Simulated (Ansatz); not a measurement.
# MnAs: the cost of one run

Program: Ansatz 0.2.0. Level of theory: DFT PBEsol+U, scalar-relativistic, plane waves, PAW. These are calculated values, not measurements.

The COD entry's cell or inner coordinates are ideal or old and differ from later refinements, so a difference from it is no clean test against experiment.

### 1 The structure to begin with

It takes space group P6_3/mmc (No. 194, hexagonal). The conventional cell has a = 3.717 Å, b = 3.717 Å, c = 5.704 Å, α = 90.00°, β = 90.00°, γ = 120.00°. Around Mn (site symmetry -3m) lie 6 As at 2.58 Å and 2 Mn at 2.85 Å. As (site symmetry -6m2) has 6 Mn at 2.58 Å as nearest neighbours.

Structure file:

```cif
data_structure
_symmetry_space_group_name_H-M 'P 1'
_symmetry_Int_Tables_number 1
_cell_length_a 3.7172
_cell_length_b 3.7172
_cell_length_c 5.7044
_cell_angle_alpha 90.000
_cell_angle_beta 90.000
_cell_angle_gamma 120.000
_cell_volume 68.26
loop_
_atom_site_label
_atom_site_type_symbol
_atom_site_fract_x
_atom_site_fract_y
_atom_site_fract_z
_atom_site_occupancy
Mn1 Mn 0.00000 0.00000 0.00000 1
Mn2 Mn 0.00000 0.00000 0.50000 1
As1 As 0.33333 0.66667 0.25000 1
As2 As 0.66667 0.33333 0.75000 1
```

The structure rests on an entry of the Crystallography Open Database; cell or positions may have been set otherwise for this series.

### 2 Relaxing cell and atoms: MnAs, moments ++

Input file input.yaml:

```yaml
crystal:
  lattice:
    - [3.7172, 0.0, 0.0]
    - [-1.8586, 3.2191896309, 0.0]
    - [0.0, 0.0, 5.7044]
  atoms:
    - { symbol: Mn, position: [0.0, 0.0, 0.0], spin: 3.5 }
    - { symbol: Mn, position: [0.0, 0.0, 0.5], spin: 3.5 }
    - { symbol: As, position: [0.3333333333, 0.6666666667, 0.25] }
    - { symbol: As, position: [0.6666666667, 0.3333333333, 0.75] }
magnetization:
  spin_polarized: true
scf:
  occupations: { method: gaussian, width: 0.05 }
output:
  forces: true
  stress: true
  populations: true
  write_density: true
  write_potential: true
  elf: true
  volumetric_format: npy
hamiltonian:
  hubbard: { sites: [{ species: Mn, l: d, u_eff: 2.0 }] }
  xc: pbesol
relax:
  f_tol: 0.01
  cell: { stress_tol: 0.05 }
kpoints:
  mp_grid: { grid: [14, 14, 8] }
```

Run with:

```
ansatz run input.yaml --threads 4 --pin off --max-ram 12288MiB --backend cpu --events-out ev --progress --plain --runs-dir out
```

Q: Estimate wall time and peak memory on 4 threads of Arm Neoverse V1, shared host.

About 78 s, with a peak of 0.97 GiB.
